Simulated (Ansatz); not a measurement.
# Sr (fcc type): the cost of one run

Method: DFT, PBEsol, PAW with Ansatz's default frozen-core files, scalar-relativistic, in Ansatz 0.2.0.

### 1 The structure to begin with

Symmetry: Fm-3m, No. 225, cubic system. Conventional cell: a = 5.934 Å, b = 5.934 Å, c = 5.934 Å, α = 90.00°, β = 90.00°, γ = 90.00°. Around Sr (site symmetry m-3m) lie 12 Sr at 4.20 Å.

Coordinates:

```
CELL_PARAMETERS angstrom
0.00000 2.96686 2.96686
2.96686 0.00000 2.96686
2.96686 2.96686 0.00000
ATOMIC_POSITIONS crystal
Sr 0.00000 0.00000 0.00000
```

### 2 Cell relaxed at zero pressure, PAW

input.yaml reads:

```yaml
crystal:
  lattice:
    - [0.0, 2.9668574272, 2.9668574272]
    - [2.9668574272, 0.0, 2.9668574272]
    - [2.9668574272, 2.9668574272, 0.0]
  atoms:
    - { symbol: Sr, position: [0.0, 0.0, 0.0] }
kpoints:
  mp_grid: { grid: [12, 12, 12] }
scf:
  occupations: { method: fermi_dirac, width: 0.08 }
hamiltonian:
  xc: pbesol
  pseudopotentials: { kind: paw }
output:
  forces: true
  stress: true
  write_density: true
  write_potential: true
  elf: true
  volumetric_format: npy
relax:
  f_tol: 0.005
  max_steps: 40
  cell: {}
```

On the command line:

```sh
$ ansatz run input.yaml --threads 1 --pin off --max-ram 3584MiB --backend cpu --events-out ev --progress --plain --runs-dir out
```

What time and memory should one allow on 1 thread of Intel Xeon Platinum 8259CL at 2.50GHz (Skylake/Cascade Lake), shared host?

About 4.8 s, with a peak of 0.39 GiB.
